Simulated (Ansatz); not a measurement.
# AlH8NOSi2: the cost of one run

Method: functionals in def2-TZVPP, the program's frozen cores in correlated methods; program: Ansatz 0.2.0, Gaussian basis.

Plan: PBE-D4, r2SCAN-D4, PBE0-D4, B3LYP-D4, ωB97X-V, ωB97M-V, B2PLYP; CCSD(T)/def2-TZVPP; MP2/def2-QZVPP; extrapolation to the limit.

## (1) The relaxed structure

All runs share one geometry, relaxed beforehand with PBE0-D4 in a triple-zeta def2 set.

SMILES `[AlH2][NH][SiH2]O[SiH3]`, 13 atoms, charge 0, spin multiplicity 1.

Atoms are counted from 1 here; the program's logs count them from 0.

Bond lengths: Al1–N2 1.786 Å, Al1–H6 1.583 Å, Al1–H7 1.580 Å, N2–Si3 1.715 Å, N2–H8 1.012 Å, Si3–O4 1.637 Å, Si3–H9 1.481 Å, Si3–H10 1.487 Å, O4–Si5 1.631 Å, Si5–H11 1.488 Å, Si5–H12 1.483 Å, Si5–H13 1.486 Å. Angles: N2–Al1–H6 117.6°, N2–Al1–H7 117.8°, H6–Al1–H7 124.6°, Al1–N2–Si3 128.6°, Al1–N2–H8 116.5°, Si3–N2–H8 114.9°, N2–Si3–O4 113.3°, N2–Si3–H9 107.5°, N2–Si3–H10 109.9°, O4–Si3–H9 107.0°, O4–Si3–H10 107.4°, H9–Si3–H10 111.7°, Si3–O4–Si5 147.1°, O4–Si5–H11 110.5°, O4–Si5–H12 109.0°, O4–Si5–H13 109.9°, H11–Si5–H12 109.4°, H11–Si5–H13 108.8° and more.

## (2) PBE-D4 (GGA)

Contents of in.yaml:

```yaml
crystal:
  periodic: [false, false, false]
  atoms:
    - {symbol: Al, position_ang: [-0.133565, 2.771837, -0.866677]}
    - {symbol: N, position_ang: [-0.801086, 1.153238, -0.513355]}
    - {symbol: Si, position_ang: [-0.558755, 0.175660, 0.874714]}
    - {symbol: O, position_ang: [0.572291, -0.987223, 0.657149]}
    - {symbol: Si, position_ang: [0.908709, -2.484714, 0.105230]}
    - {symbol: H, position_ang: [-0.529442, 3.442323, -2.244700]}
    - {symbol: H, position_ang: [0.804132, 3.435688, 0.217619]}
    - {symbol: H, position_ang: [-1.391351, 0.742753, -1.226255]}
    - {symbol: H, position_ang: [-0.070433, 1.056015, 1.960454]}
    - {symbol: H, position_ang: [-1.829350, -0.502670, 1.244739]}
    - {symbol: H, position_ang: [-0.313545, -3.333122, 0.124781]}
    - {symbol: H, position_ang: [1.946998, -3.095803, 0.970837]}
    - {symbol: H, position_ang: [1.415897, -2.408680, -1.289738]}
basis:
  gaussian: {orbitals: def2-TZVPP}
hamiltonian: {xc: pbe, dispersion: d4}
output: {forces: true, orbitals: {seedname: orbitals}}
```

Run with:

```sh
ansatz run in.yaml --threads 4 --pin off --events-out ev --progress --plain --max-ram 10444MiB
```

**Question.** How long does this run take on 4 threads of Arm Neoverse V1, shared host, and how much memory does it need?

About 3.9 s, with a peak of 0.47 GiB.
